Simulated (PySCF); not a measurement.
# CoF3 (CoF3): the cost of one run

Computed with PySCF 2.14.0 and routines of our own; the level stands in each step. Atoms count from 0.

## Step 1: The system as given

4 atoms, charge 0, states of the metal's open shell are computed; geometry from: model start, shaken.

## Step 2: Geometry optimisation at PBE0-D3(BJ)/def2-TZVP

Job settings and geometry (Å):

```
{"job": {"xc": "PBE0", "basis": "def2-TZVP", "d3": "d3bj", "grid": 1, "maxiter": 45, "kind": "geom"}, "charge": 0, "metal": "Co", "open_shell": "d6"}
Co     0.000020     0.004480    -0.004110
F      1.716640    -0.006820    -0.014870
F     -0.864100     1.518330    -0.007380
F     -0.874310    -1.490880     0.005350
```

Started as:

```
$ OMP_NUM_THREADS=1 python lf_run.py task.json out
```

This one command runs all jobs of the session in turn.

Q: Estimate the wall time and peak memory of this first job on 1 thread of Intel Xeon 6975P-C, shared host.

About 23 s, with a peak of 0.49 GiB.
